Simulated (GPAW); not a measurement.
# BiTe (Fm-3m) in GPAW: further runs, part 2 of 2

GPAW 26.7.0. Earlier steps stand in the parts before.

**3. Relaxation of cell and atoms, PBEsol+D3**

run.py reads:

```python
from ase import Atoms
from ase.calculators.mixing import SumCalculator
from ase.filters import FrechetCellFilter
from ase.io import write
from ase.optimize import BFGS
from dftd3.ase import DFTD3
from gpaw import GPAW, PW, setup_paths

setup_paths.insert(0, '.')

atoms = Atoms(['Bi', 'Te'],
              cell=[[0.0, 3.235, 3.235],
                    [3.235, 0.0, 3.235],
                    [3.235, 3.235, 0.0]],
              scaled_positions=[[0.0, 0.0, 0.0],
                                [0.5, 0.5, 0.5]],
              pbc=True)

calc = GPAW(mode=PW(600),
            xc='PBEsol',
            kpts={'size': (7, 7, 7), 'gamma': True},
            occupations={'name': 'fermi-dirac', 'width': 0.05},
            nbands=20,
            convergence={'density': 1e-05, 'forces': 0.0001},
            maxiter=150,
            txt='gpaw.txt')
atoms.calc = SumCalculator([calc, DFTD3(method='pbesol', damping='d3zero')])
opt = BFGS(FrechetCellFilter(atoms), trajectory='relax.traj', logfile='-')
done = opt.run(fmax=0.02, steps=60)
calc.write('gs.gpw')
write('result.traj', atoms)
print('Converged:', done)
print('Cell:', atoms.cell.cellpar().round(4))
print('Volume:', round(atoms.get_volume(), 4))
print(atoms.get_scaled_positions().round(5))
```

Potentials or basis: PAW data sets generated in the run's folder for this functional, pw.

Launch:

```sh
$ gpaw-setup -f PBEsol Bi Te
$ OMP_NUM_THREADS=1 python run.py
```

gpaw.txt:

```text
__  _  _
 | _ |_)|_||  |
 |__||  | ||/\| - 26.7.0

Input parameters:
  mode=PW(ecut=600.0),
  convergence={'density': 1e-05, 'forces': 0.0001},
  kpts=MonkhorstPack(size=(7, 7, 7), gamma=True),
  maxiter=150,
  nbands=20,
  occupations=Occupations(name='fermi-dirac', width=0.05),
  xc=XC(name='PBEsol')

Diagonalizing LCAO Hamiltonian
Converting LCAO to pw mode

                 Te

       Bi

Atoms  # Å, Bohr magnetons
|   | symbol |        x |        y |        z |    initial magnetic moments |
|---|--------|----------|----------|----------|-----------------------------|
| 0 |     Bi | 0.000000 | 0.000000 | 0.000000 | ( 0.0000,  0.0000,  0.0000) |
| 1 |     Te | 3.235000 | 3.235000 | 3.235000 | ( 0.0000,  0.0000,  0.0000) |

Unit cell  # Å
| periodic |        x |        y |        z |  lengths |    angles |
|----------|----------|----------|----------|----------|-----------|
|      yes | 0.000000 | 3.235000 | 3.235000 | 4.574981 | 60.000000 |
|      yes | 3.235000 | 0.000000 | 3.235000 | 4.574981 | 60.000000 |
|      yes | 3.235000 | 3.235000 | 0.000000 | 4.574981 | 60.000000 |

Number of symmetries: 48
Symmetry operations  # r_c * U_cc + t_c -> r_c
|    | kind |            matrix            |
|----|------|------------------------------|
|  0 |  σ   |  1, 0, 0,  1, 0,-1,  1,-1, 0 |
|  1 |  C2  |  1, 0, 0,  1,-1, 0,  1, 0,-1 |
|  2 |  E   |  1, 0, 0,  0, 1, 0,  0, 0, 1 |
|  3 |  σ   |  1, 0, 0,  0, 0, 1,  0, 1, 0 |
|  4 |  C4  |  1, 0,-1,  1, 0, 0,  1,-1, 0 |
|  5 |  S6  |  1, 0,-1,  1,-1, 0,  1, 0, 0 |
|  6 |  σ   |  1, 0,-1,  0, 1,-1,  0, 0,-1 |
|  7 |  C3  |  1, 0,-1,  0, 0,-1,  0, 1,-1 |
|  8 |  S6  |  1,-1, 0,  1, 0, 0,  1, 0,-1 |
[... 232 lines left out ...]
Stress tensor  # eV/Ang^3
|         x |         y |         z |
|-----------|-----------|-----------|
|  0.011007 | -0.000000 | -0.000000 |
| -0.000000 |  0.011007 |  0.000000 |
| -0.000000 |  0.000000 |  0.011007 |

Forces  # eV/Ang
|        x |       y |       z |
|----------|---------|---------|
|  0.00000 | 0.00000 | 0.00000 |  # Bi   0
[... 23 lines left out ...]
|    | kind |            matrix            |
|----|------|------------------------------|
|  0 |  σ   |  1, 0, 0,  1, 0,-1,  1,-1, 0 |
|  1 |  C2  |  1, 0, 0,  1,-1, 0,  1, 0,-1 |
|  2 |  E   |  1, 0, 0,  0, 1, 0,  0, 0, 1 |
|  3 |  σ   |  1, 0, 0,  0, 0, 1,  0, 1, 0 |
|  4 |  C4  |  1, 0,-1,  1, 0, 0,  1,-1, 0 |
|  5 |  S6  |  1, 0,-1,  1,-1, 0,  1, 0, 0 |
|  6 |  σ   |  1, 0,-1,  0, 1,-1,  0, 0,-1 |
|  7 |  C3  |  1, 0,-1,  0, 0,-1,  0, 1,-1 |
|  8 |  S6  |  1,-1, 0,  1, 0, 0,  1, 0,-1 |
[... 249 lines left out ...]
       Bi

Atoms  # Å, Bohr magnetons
|   | symbol |         x |        y |         z |    initial magnetic moments |
|---|--------|-----------|----------|-----------|-----------------------------|
| 0 |     Bi | -0.000000 | 0.000000 | -0.000000 | ( 0.0000,  0.0000,  0.0000) |
| 1 |     Te |  3.172575 | 3.172575 |  3.172575 | ( 0.0000,  0.0000,  0.0000) |

Unit cell  # Å
| periodic |         x |        y |        z |  lengths |    angles |
|----------|-----------|----------|----------|----------|-----------|
|      yes | -0.000000 | 3.172575 | 3.172575 | 4.486698 | 60.000000 |
|      yes |  3.172575 | 0.000000 | 3.172575 | 4.486698 | 60.000000 |
|      yes |  3.172575 | 3.172575 | 0.000000 | 4.486698 | 60.000000 |

Number of symmetries: 48
Symmetry operations  # r_c * U_cc + t_c -> r_c
|    | kind |            matrix            |
|----|------|------------------------------|
|  0 |  σ   |  1, 0, 0,  1, 0,-1,  1,-1, 0 |
|  1 |  C2  |  1, 0, 0,  1,-1, 0,  1, 0,-1 |
|  2 |  E   |  1, 0, 0,  0, 1, 0,  0, 0, 1 |
|  3 |  σ   |  1, 0, 0,  0, 0, 1,  0, 1, 0 |
|  4 |  C4  |  1, 0,-1,  1, 0, 0,  1,-1, 0 |
|  5 |  S6  |  1, 0,-1,  1,-1, 0,  1, 0, 0 |
|  6 |  σ   |  1, 0,-1,  0, 1,-1,  0, 0,-1 |
|  7 |  C3  |  1, 0,-1,  0, 0,-1,  0, 1,-1 |
|  8 |  S6  |  1,-1, 0,  1, 0, 0,  1, 0,-1 |
[... 249 lines left out ...]
       Bi

Atoms  # Å, Bohr magnetons
|   | symbol |         x |         y |         z |    initial magnetic moments |
|---|--------|-----------|-----------|-----------|-----------------------------|
| 0 |     Bi | -0.000000 | -0.000000 | -0.000000 | ( 0.0000,  0.0000,  0.0000) |
| 1 |     Te |  3.175858 |  3.175858 |  3.175858 | ( 0.0000,  0.0000,  0.0000) |

Unit cell  # Å
| periodic |        x |        y |        z |  lengths |    angles |
|----------|----------|----------|----------|----------|-----------|
|      yes | 0.000000 | 3.175858 | 3.175858 | 4.491342 | 60.000000 |
|      yes | 3.175858 | 0.000000 | 3.175858 | 4.491342 | 60.000000 |
|      yes | 3.175858 | 3.175858 | 0.000000 | 4.491342 | 60.000000 |

Number of symmetries: 48
Symmetry operations  # r_c * U_cc + t_c -> r_c
|    | kind |            matrix            |
|----|------|------------------------------|
|  0 |  σ   |  1, 0, 0,  1, 0,-1,  1,-1, 0 |
|  1 |  C2  |  1, 0, 0,  1,-1, 0,  1, 0,-1 |
|  2 |  E   |  1, 0, 0,  0, 1, 0,  0, 0, 1 |
|  3 |  σ   |  1, 0, 0,  0, 0, 1,  0, 1, 0 |
|  4 |  C4  |  1, 0,-1,  1, 0, 0,  1,-1, 0 |
|  5 |  S6  |  1, 0,-1,  1,-1, 0,  1, 0, 0 |
|  6 |  σ   |  1, 0,-1,  0, 1,-1,  0, 0,-1 |
|  7 |  C3  |  1, 0,-1,  0, 0,-1,  0, 1,-1 |
|  8 |  S6  |  1,-1, 0,  1, 0, 0,  1, 0,-1 |
[... 230 lines left out ...]
Stress tensor  # eV/Ang^3
|         x |         y |         z |
|-----------|-----------|-----------|
| -0.006787 | -0.000000 |  0.000000 |
| -0.000000 | -0.006787 |  0.000000 |
|  0.000000 |  0.000000 | -0.006787 |

Forces  # eV/Ang
|        x |       y |        z |
|----------|---------|----------|
| -0.00000 | 0.00000 | -0.00000 |  # Bi   0
|  0.00000 | 0.00000 | -0.00000 |  # Te   1

# Writing to gs.gpw (mode='')
```

stdout:

```text
Step          Energy          fmax
BFGS:    0       -9.289862        0.598075
BFGS:    1       -9.303333        0.466953
BFGS:    2       -9.323152        0.034063
BFGS:    3       -9.323257        0.001770
Converged: True
Cell: [ 4.4913  4.4913  4.4913 60.     60.     60.    ]
Volume: 64.0639
[[0.  0.  0. ]
 [0.5 0.5 0.5]]
```

It took 94 s on 1 thread of Intel Xeon Platinum 8259CL at 2.50GHz (Skylake/Cascade Lake), shared host; peak memory 0.24 GiB.

What came out:

| Quantity | Value |
| --- | --- |
| Free energy | -9.3341 eV |
| Relaxed volume | 32.03 Å³/atom |
| Relaxed cell | a = 4.491 Å, b = 4.491 Å, c = 4.491 Å, α = 60.00°, β = 60.00°, γ = 60.00° |
| Space group after relaxing (to 0.05 Å) | Fm-3m (No. 225) |
| Energy gained by relaxing | 16.7 meV/atom |
| Ionic steps | 4 |
| Pressure after relaxing | 0.0 GPa |
| Band gap on the k mesh | none (metal or under the smearing width) |
| Dispersion energy per atom | -0.257 eV |

The path:
| step | energy change (eV) | largest force (eV/Å) | pressure (GPa) | volume (Å³) |
| --- | --- | --- | --- | --- |
| 1 | 0.0000 | 0.0000 | -2.83 | 67.71 |
| 2 | -0.0135 | 0.0000 | -2.24 | 66.85 |
| 3 | -0.0333 | 0.0000 | 0.17 | 63.87 |
| 4 | -0.0334 | 0.0000 | -0.01 | 64.06 |

Final structure:
```
Bi Te
1.0
     0.00000    3.17586    3.17586
     3.17586    0.00000    3.17586
     3.17586    3.17586    0.00000
Bi Te
1 1
Cartesian
  0.0000 0.0000 0.0000
  3.1759 3.1759 3.1759
```

Caveat: later steps reuse the first step's grids; spin-orbit coupling is left out, which moves the levels of the heavy elements; pairwise dispersion overbinds metals, which lowers pressure and volume.

**4. Relaxation of cell and atoms, PBEsol+D3(BJ)**

run.py: that of step 3 with these lines changed.

```diff
@@ -26,3 +26,3 @@
             txt='gpaw.txt')
-atoms.calc = SumCalculator([calc, DFTD3(method='pbesol', damping='d3zero')])
+atoms.calc = SumCalculator([calc, DFTD3(method='pbesol', damping='d3bj')])
 opt = BFGS(FrechetCellFilter(atoms), trajectory='relax.traj', logfile='-')
```

Launch:

```sh
$ gpaw-setup -f PBEsol Bi Te
$ OMP_NUM_THREADS=1 python run.py
```

Run time: 1.8 min. Hardware: 1 thread of Intel Xeon Platinum 8259CL at 2.50GHz (Skylake/Cascade Lake), shared host; peak memory 0.23 GiB.

The run converged. Its results:

* Free energy: -9.7659 eV
* Relaxed volume: 31.33 Å³/atom
* Relaxed cell: a = 4.458 Å, b = 4.458 Å, c = 4.458 Å, α = 60.00°, β = 60.00°, γ = 60.00°
* Space group after relaxing (to 0.05 Å): Fm-3m (No. 225)
* Energy gained by relaxing: 32.7 meV/atom
* Ionic steps: 4
* Pressure after relaxing: 0.0 GPa
* Band gap on the k mesh: none (metal or under the smearing width)
* Dispersion energy per atom: -0.480 eV

Step by step:
```csv
step,energy change (eV),largest force (eV/Å),pressure (GPa),volume (Å³)
1,0.0000,0.0000,-3.87,67.71
2,-0.0254,0.0000,-3.12,66.54
3,-0.0649,0.0000,0.37,62.24
4,-0.0653,0.0000,-0.03,62.65
```

Final structure:
```xyz
2
Lattice="0.0000 3.1524 3.1524 3.1524 0.0000 3.1524 3.1524 3.1524 0.0000" Properties=species:S:1:pos:R:3 pbc="T T T"
Bi    0.0000    0.0000    0.0000
Te    3.1524    3.1524    3.1524
```

Levels at points of the mesh, in eV from the Fermi level:
| k point | band 7 | band 8 | band 9 | band 10 | band 11 | band 12 | band 13 | band 14 |
| --- | --- | --- | --- | --- | --- | --- | --- | --- |
| (0.00, 0.00, 0.00) | -7.78 | -2.80 | -2.80 | -2.80 | 2.26 | 2.26 | 2.26 | 4.48 |

Caveat: later steps reuse the first step's grids; spin-orbit coupling is left out, which moves the levels of the heavy elements; pairwise dispersion overbinds metals, which lowers pressure and volume.

**5. The runs side by side**

```tsv
level	gap on the mesh (eV)	pressure (GPa)	relaxed volume (Å³/atom)
PBEsol	none	0.1	32.62
PBEsol+D3	none	0.0	32.03
PBEsol+D3(BJ)	none	0.0	31.33
```

Alike in all rows: task relaxation of cell and atoms; potentials or basis PAW data sets generated in the run's folder for this functional, pw; no spin polarisation; cell relaxed; k mesh 7 × 7 × 7; cutoff (eV) 600; smearing fermi-dirac 0.05 eV.

Caveats: later steps reuse the first step's grids; spin-orbit coupling is left out, which moves the levels of the heavy elements; pairwise dispersion overbinds metals, which lowers pressure and volume (some runs).

Total energies depend on the potentials used, so only differences within one code and one set of settings carry meaning.
